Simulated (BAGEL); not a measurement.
# A workflow on GeH2ClF (SMILES [F][GeH2][Cl])

We compute the energy (HF/def2-SV(P)), then a single-point energy (NEVPT2(2,2)/def2-SV(P)), then the energy (CASPT2(2,2)/def2-SV(P)) of GeH2ClF. 

The results are computed with BAGEL 1.2.2.

1 further run of the same task is left out (set aside as unsound or not needed).

## Step 1: The structure to begin with

GeH2ClF has 5 atoms, charge 0, and is taken as a singlet. As SMILES, `[F][GeH2][Cl]`. The Ge2–Cl3 distance was set to 2.879 Å, away from the relaxed value.

Bond lengths: F1–Ge2 1.730 Å, Ge2–H4 1.528 Å, Ge2–H5 1.528 Å. Angles: F1–Ge2–H4 107.1°, F1–Ge2–H5 107.1°, H4–Ge2–H5 117.4°. A long bond or contact: Ge2–Cl3 2.879 Å.

## Step 2: The energy at HF/def2-SV(P) (density fitting with svp-jkfit) (run 1)

File job.json:

```json
{ "bagel" : [

{
  "title" : "molecule",
  "basis" : "def2-sv_p_.json",
  "df_basis" : "svp-jkfit",
  "geometry" : [
    { "atom" : "F", "xyz" : [  0.55476690, -1.84236014,  3.43418039 ] },
    { "atom" : "Ge", "xyz" : [  1.27645331, -1.05094284,  0.34617893 ] },
    { "atom" : "Cl", "xyz" : [ -2.62728623,  2.35252005, -1.32072959 ] },
    { "atom" : "H", "xyz" : [  1.13982611, -3.48169755, -1.20698697 ] },
    { "atom" : "H", "xyz" : [  3.79885974,  0.35387956,  0.39757948 ] }
  ]
},
{ "title" : "hf" },
{ "title" : "print", "file" : "orbitals.molden", "orbitals" : "true" }

]}
```

The basis set def2-SV(P) is read from a file made from the Basis Set Exchange's data (not shown).

Run with:

```bash
BAGEL_NUM_THREADS=1 BAGEL job.json > job.out
```

Standard output:

```text
* using 1 threads per process

  ===============================================================
  ===============================================================

  *** Geometry ***

  { "atom" : "F", "xyz" : [      0.554767,     -1.842360,      3.434180 ] },
  { "atom" : "Ge", "xyz" : [      1.276453,     -1.050943,      0.346179 ] },
  { "atom" : "Cl", "xyz" : [     -2.627286,      2.352520,     -1.320730 ] },
  { "atom" : "H", "xyz" : [      1.139826,     -3.481698,     -1.206987 ] },
  { "atom" : "H", "xyz" : [      3.798860,      0.353880,      0.397579 ] },

  Number of auxiliary basis functions:      507

  Since a DF basis is specified, we compute 2- and 3-index integrals:
    o Being stored without compression. Storage requirement is 0.019 GB

  Number of basis functions:       68
  Number of electrons      :       60

    * METHOD: MOLECULE                             0.37

  *** RHF ***

  === Nuclear Repulsion ===
   240.5592263734

      * DIIS with orbital gradients will be used.

  === RHF iteration (def2-sv_p_.json) ===
      0      -2634.78338984          0.01969956           0.11
      1      -2634.89843640          0.01415258           0.10
      2      -2634.97109707          0.00122135           0.10
      3      -2634.97230517          0.00044596           0.10
      4      -2634.97248394          0.00010918           0.10
      5      -2634.97250446          0.00002968           0.10
      6      -2634.97250601          0.00000967           0.10
      7      -2634.97250607          0.00000263           0.10
      8      -2634.97250608          0.00000091           0.10
      9      -2634.97250608          0.00000029           0.10
     10      -2634.97250608          0.00000010           0.10
     11      -2634.97250608          0.00000005           0.10
     12      -2634.97250608          0.00000002           0.10
     13      -2634.97250608          0.00000001           0.10
     14      -2634.97250608          0.00000001           0.10
    * SCF iteration converged.

    * Permanent dipole moment:
           (   -1.724274,     1.077240,     0.282201) a.u.

    * METHOD: HF                                   1.81

    * METHOD: PRINT                                0.02

  ===============================================================
```

It took 2.4 s on 1 thread of Arm Neoverse N1, shared host; peak memory 0.15 GiB.

## Step 3: A single-point energy at NEVPT2(2,2)/def2-SV(P) (density fitting with svp-jkfit) (run 2)

File input.json:

```json
{ "bagel" : [

{
  "title" : "molecule",
  "basis" : "def2-sv_p_.json",
  "df_basis" : "svp-jkfit",
  "geometry" : [
    { "atom" : "F", "xyz" : [  0.55476690, -1.84236014,  3.43418039 ] },
    { "atom" : "Ge", "xyz" : [  1.27645331, -1.05094284,  0.34617893 ] },
    { "atom" : "Cl", "xyz" : [ -2.62728623,  2.35252005, -1.32072959 ] },
    { "atom" : "H", "xyz" : [  1.13982611, -3.48169755, -1.20698697 ] },
    { "atom" : "H", "xyz" : [  3.79885974,  0.35387956,  0.39757948 ] }
  ]
},
{
  "title" : "hf"
},
{
  "title" : "nevpt2",
  "nstate" : 1,
  "nact" : 2,
  "nclosed" : 29,
  "nspin" : 0,
  "active" : [28, 31],
  "maxiter" : 200,
  "natocc" : true,
  "ncore" : 15
},
{
  "title" : "print",
  "file" : "orbitals.molden",
  "orbitals" : true
}

]}
```

The basis set def2-SV(P) is read from a file made from the Basis Set Exchange's data (not shown).

Run with:

```bash
BAGEL_NUM_THREADS=1 BAGEL input.json > input.out
```

Standard output:

```text
* using 1 threads per process

  ===============================================================
  ===============================================================

  *** Geometry ***

  { "atom" : "F", "xyz" : [      0.554767,     -1.842360,      3.434180 ] },
  { "atom" : "Ge", "xyz" : [      1.276453,     -1.050943,      0.346179 ] },
  { "atom" : "Cl", "xyz" : [     -2.627286,      2.352520,     -1.320730 ] },
  { "atom" : "H", "xyz" : [      1.139826,     -3.481698,     -1.206987 ] },
  { "atom" : "H", "xyz" : [      3.798860,      0.353880,      0.397579 ] },

  Number of auxiliary basis functions:      507

  Since a DF basis is specified, we compute 2- and 3-index integrals:
    o Being stored without compression. Storage requirement is 0.019 GB

  Number of basis functions:       68
  Number of electrons      :       60

    * METHOD: MOLECULE                             0.37

  *** RHF ***

  === Nuclear Repulsion ===
   240.5592263734

      * DIIS with orbital gradients will be used.

  === RHF iteration (def2-sv_p_.json) ===
      0      -2634.78338984          0.01969956           0.11
      1      -2634.89843640          0.01415258           0.10
      2      -2634.97109707          0.00122135           0.10
      3      -2634.97230517          0.00044596           0.10
      4      -2634.97248394          0.00010918           0.10
      5      -2634.97250446          0.00002968           0.10
[... 7 lines of this table left out ...]
     13      -2634.97250608          0.00000001           0.10
     14      -2634.97250608          0.00000001           0.10
    * SCF iteration converged.

    * Permanent dipole moment:
           (   -1.724274,     1.077240,     0.282201) a.u.

    * METHOD: HF                                   1.81

    * freezing 15 orbitals
  ---------------------------
      CASSCF calculation
  ---------------------------

    ==== Active orbitals : =====
         Orbital 28
         Orbital 31
    ============================

    * nstate   :      1
    * nclosed  :     29
    * nact     :      2
    * nvirt    :     37
  === CASSCF iteration (def2-sv_p_.json) ===

    * Using the second-order algorithm

      0  0     -2634.98511834     2.66e-03      0.03

      1  0     -2634.99422536     6.69e-04      0.51

      2  0     -2634.99524501     4.92e-04      0.47

[... 19 lines of this table left out ...]

     13  0     -2634.99533538     8.72e-09      0.43

    * Second-order optimization converged. *

     guess   0:   closed 1.                   open ..

  === FCI iteration ===

      0  0     -2634.96944783     6.03e-02      0.00
      1  0     -2634.99299502     1.38e-02      0.00
      2  0 *   -2634.99533538     4.70e-16      0.00

     * ci vector, state   0, <S^2> = 0.0000
       2.     0.9769109747
       .2    -0.2136467820

  === DF-NEVPT2 calculation ===

    * 3-index integral transformation done
    * assembly done

      NEVPT2 correlation energy:   -0.5142316098      0.13

          (+0)     -0.4308413165
          (+0)'    -0.0202050150
          (+1)     -0.0199315244
          (+1)'    -0.0000000000
          (+2)     -0.0009718847
          (-1)     -0.0385232332
          (-1)'     0.0000000000
          (-2)     -0.0037586360

      NEVPT2 total energy:       -2635.5095669926

    * METHOD: NEVPT2                               6.86

    * METHOD: PRINT                                0.02

  ===============================================================
```

Wall time 9.3 s (1 thread of Arm Neoverse N1, shared host); peak memory 0.15 GiB.

## Step 4: A single-point energy at CASPT2(2,2)/def2-SV(P) (density fitting with svp-jkfit) (run 3)

File caspt2.json:

```json
{ "bagel" : [

{
  "title" : "molecule",
  "basis" : "def2-sv_p_.json",
  "df_basis" : "svp-jkfit",
  "geometry" : [
    { "atom" : "F", "xyz" : [     0.55476690,    -1.84236014,     3.43418039 ] },
    { "atom" : "Ge", "xyz" : [     1.27645331,    -1.05094284,     0.34617893 ] },
    { "atom" : "Cl", "xyz" : [    -2.62728623,     2.35252005,    -1.32072959 ] },
    { "atom" : "H", "xyz" : [     1.13982611,    -3.48169755,    -1.20698697 ] },
    { "atom" : "H", "xyz" : [     3.79885974,     0.35387956,     0.39757948 ] }
  ]
},

{ "title" : "hf" },

{ "title" : "casscf", "nstate" : 1, "nact" : 2, "nclosed" : 29, "nspin" : 0, "active" : [28, 31], "maxiter" : 200, "natocc" : "true" },

{ "title" : "print", "file" : "orbitals.molden", "orbitals" : "true" },

{ "title" : "smith", "method" : "caspt2", "ms" : "true", "xms" : "true", "sssr" : "true", "shift" : 0.2, "shift_imag" : "true", "ncore" : 15 }

]}
```

The basis set def2-SV(P) is read from a file made from the Basis Set Exchange's data (not shown).

Run with:

```bash
BAGEL_NUM_THREADS=1 BAGEL caspt2.json > caspt2.out
```

Standard output:

```text
* using 1 threads per process

  ===============================================================
  ===============================================================

  *** Geometry ***

  { "atom" : "F", "xyz" : [      0.554767,     -1.842360,      3.434180 ] },
  { "atom" : "Ge", "xyz" : [      1.276453,     -1.050943,      0.346179 ] },
  { "atom" : "Cl", "xyz" : [     -2.627286,      2.352520,     -1.320730 ] },
  { "atom" : "H", "xyz" : [      1.139826,     -3.481698,     -1.206987 ] },
  { "atom" : "H", "xyz" : [      3.798860,      0.353880,      0.397579 ] },

  Number of auxiliary basis functions:      507

  Since a DF basis is specified, we compute 2- and 3-index integrals:
    o Being stored without compression. Storage requirement is 0.019 GB

  Number of basis functions:       68
  Number of electrons      :       60

    * METHOD: MOLECULE                             0.37

  *** RHF ***

  === Nuclear Repulsion ===
   240.5592263734

      * DIIS with orbital gradients will be used.

[... 6 lines left out ...]
    * SCF iteration converged.
[... 1 line left out ...]
    * Permanent dipole moment:
[... 27 lines left out ...]
    * Second-order optimization converged. *
[... 9 lines left out ...]
     * ci vector, state   0, <S^2> = 0.0000
[... 16 lines left out ...]
    * Zeroth order energy : state  0       -0.8054595281

    * CASPT2 iteration is performed using orthogonal basis

      -------------------------------------------  CASPT2 iteration  ---------------------------------------------------
       #      aibj      arbs      arbi      airj      risj      airs      arst      rist         Etot      error   time
      ------------------------------------------------------------------------------------------------------------------

       0  -0.43011  -0.00445  -0.03893  -0.02070  -0.00126  -0.01792  -0.00000  -0.00000   -0.5133795  0.0011494   0.07
       1  -0.43019  -0.00447  -0.03899  -0.02084  -0.00131  -0.01810  -0.00000  -0.00000   -0.5138959  0.0001441   0.06
       2  -0.43019  -0.00447  -0.03899  -0.02085  -0.00131  -0.01810  -0.00000  -0.00000   -0.5139054  0.0000229   0.06
       3  -0.43020  -0.00447  -0.03899  -0.02085  -0.00131  -0.01810  -0.00000  -0.00000   -0.5139056  0.0000038   0.07
       4  -0.43020  -0.00447  -0.03899  -0.02085  -0.00131  -0.01810  -0.00000  -0.00000   -0.5139056  0.0000005   0.07

      ------------------------------------------------------------------------------------------------------------------

    * CASPT2 energy : state  0    -2635.5110792280
        w/o shift correction      -2635.5092409478
        reference weight              0.8817345094

    * METHOD: SMITH                                0.59

  ===============================================================
```

Wall time 9.6 s (1 thread of Arm Neoverse N1, shared host); peak memory 0.15 GiB.

## Step 5: Outcome

```
                                   quantity           value
         run 1, HF/def2-SV(P): total energy  -2634.97251 Eh
        run 1, HF/def2-SV(P): dipole moment          5.22 D
          run 1, HF/def2-SV(P): HOMO energy       -11.12 eV
          run 1, HF/def2-SV(P): LUMO energy        -0.06 eV
        run 1, HF/def2-SV(P): HOMO–LUMO gap        11.06 eV
run 2, NEVPT2(2,2)/def2-SV(P): total energy  -2635.50957 Eh
run 3, CASPT2(2,2)/def2-SV(P): total energy  -2635.51108 Eh
```
